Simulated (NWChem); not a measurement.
**SiH3I (SMILES [SiH3]I) at M06-2X/def2-SVP (core potential)**

Aim: the vertical ionisation energy of SiH3I at M06-2X/def2-SVP (core potential), from 2 runs. 

The calculation is run with NWChem 7.3.0.

5 further runs of the same task are left out: 5 set aside as unsound or not needed.

## 1. The structure to begin with

The species is SiH3I (5 atoms), meant as a singlet with charge 0. As SMILES, `[SiH3]I`. Geometry: relaxed at PBE0-D4/def2-TZVP.

Bond lengths: Si1–I2 2.439 Å, Si1–H3 1.481 Å, Si1–H4 1.481 Å, Si1–H5 1.481 Å. Angles: I2–Si1–H3 108.5°, I2–Si1–H4 108.5°, I2–Si1–H5 108.4°, H3–Si1–H4 110.5°, H3–Si1–H5 110.5°, H4–Si1–H5 110.5°.

## 2. The energy at M06-2X/def2-SVP (core potential)

nw.nw

```
start nw
title "H3ISi"
memory stack 880 mb heap 220 mb global 1100 mb
charge 0
geometry units bohr noautosym nocenter noautoz
  Si  -0.31293865   0.13095802  -0.14607583
  I    3.60503053  -1.74478413   1.39423993
  H   -2.16260258   0.16818563   1.95378784
  H   -1.26857315  -1.42806603  -2.26464779
  H    0.23338118   2.73443370  -1.01534985
end
basis spherical bse
  * library def2-SVP
end
ecp bse
  I library def2-SVP
end
dft
  xc m06-2x
  grid fine
  convergence energy 1e-08
  iterations 100
  mulliken
  noprint "final vectors analysis"
end
task dft energy
```

Started as:

```sh
nwchem nw.nw > nw.out
```

Log:

```text
[...]
          Wavefunction type:  closed shell.
          No. of atoms     :     5
          No. of electrons :    42
[...]
          Charge           :     0
          Spin multiplicity:     1
[...]
          AO basis - number of functions:    59
[...]
              XC Information
              --------------
                       M06-2X Method XC Functional
                     Hartree-Fock (Exact) Exchange  0.540
                        M06-2X Exchange Functional  1.000
                      M06-2X Correlation Potential  1.000
[...]
 d= 0,ls=0.0,diis     1   -588.8023527368 -6.93D+02  9.72D-03  1.44D-01     1.4
[...]
 d= 0,ls=0.0,diis     7   -588.8268433533 -8.96D-09  1.44D-06  3.97D-09     7.2
         Total DFT energy =     -588.826843353327
      One electron energy =    -1127.737093398381
           Coulomb energy =      479.185939212087
    Exchange-Corr. energy =      -44.166956926693
 Nuclear repulsion energy =      103.891267759660
[...]
      Total Density - Mulliken Population Analysis
     ---------------------------------------------
    Atom       Charge   Shell Charges
 -----------   ------   -------------------------------------------------------
    1 Si  14    13.64   2.00  1.98  1.04  0.21  5.93  1.28  1.00  0.18
    2 I   25    25.22   0.22  1.83  1.30  0.62  3.12  2.93  2.65  2.54  9.81  0.22
    3 H    1     1.05   0.73  0.30  0.01
    4 H    1     1.05   0.73  0.30  0.01
    5 H    1     1.05   0.73  0.30  0.01
[...]
```

Wall time 7.8 s (1 thread of AMD EPYC 7B13 (Zen 3), shared host); peak memory 0.12 GiB.

## 3. The doublet cation

h3isi.nw

```
start h3isi
memory stack 880 mb heap 220 mb global 1100 mb
charge 1

geometry units atomic noautosym nocenter noautoz
  Si -0.31293865  0.13095802 -0.14607583
  I   3.60503053 -1.74478413  1.39423993
  H  -2.16260258  0.16818563  1.95378784
  H  -1.26857315 -1.42806603 -2.26464779
  H   0.23338118  2.73443370 -1.01534985
end

basis spherical bse
  Si library def2-SVP
  I library def2-SVP
  H library def2-SVP
end

ecp bse
  I library def2-SVP
end

dft
  xc m06-2x
  mult 2
  grid fine
  convergence energy 1e-08
  iterations 100
  mulliken
  noprint "final vectors analysis"
end

task dft energy
```

Started as:

```sh
nwchem h3isi.nw > h3isi.out
```

Log:

```text
[...]
          Wavefunction type:  spin polarized.
          No. of atoms     :     5
          No. of electrons :    41
[...]
          Charge           :     1
          Spin multiplicity:     2
[...]
          AO basis - number of functions:    59
[...]
              XC Information
              --------------
                       M06-2X Method XC Functional
                     Hartree-Fock (Exact) Exchange  0.540
                        M06-2X Exchange Functional  1.000
                      M06-2X Correlation Potential  1.000
[...]
 d= 0,ls=0.0,diis     1   -588.3442384279 -6.92D+02  1.03D-02  2.23D-01     1.8
[...]
 d= 0,ls=0.0,diis    11   -588.4618006967 -6.82D-09  2.65D-07  1.07D-10    16.3
[...]
         Total DFT energy =     -588.461800696676
      One electron energy =    -1116.876207408336
           Coulomb energy =      468.417447231455
    Exchange-Corr. energy =      -43.894308279455
 Nuclear repulsion energy =      103.891267759660
[...]
      Total Density - Mulliken Population Analysis
     ---------------------------------------------
    Atom       Charge   Shell Charges
 -----------   ------   -------------------------------------------------------
    1 Si  14    13.70   2.00  1.98  1.08  0.22  5.93  1.31  1.00  0.16
    2 I   25    24.48   0.22  1.83  1.40  0.52  3.11  2.94  2.59  1.84  9.81  0.22
    3 H    1     0.94   0.71  0.22  0.01
    4 H    1     0.95   0.72  0.22  0.01
    5 H    1     0.94   0.71  0.22  0.01
[...]
      <S2> =      0.7550 (Exact =     0.7500)
[...]
```

Wall time 17 s (1 thread of AMD EPYC 7B13 (Zen 3), shared host); peak memory 0.12 GiB.

## 4. Outcome

Level: M06-2X/def2-SVP (core potential).

| quantity | value |
| --- | --- |
| singlet SiH3I: total energy | -588.82684 Eh |
| singlet SiH3I: dipole moment | 1.51 D |
| doublet cation: total energy | -588.46180 Eh |
| doublet cation: ⟨S²⟩ | 0.755 |
| vertical ionisation energy (to the doublet cation) | 9.933 eV |

The vertical ionisation energy comes to 9.93 eV (229 kcal/mol). Mulliken charges (doublet cation) run from +0.05 on H4 to +0.52 on I2.
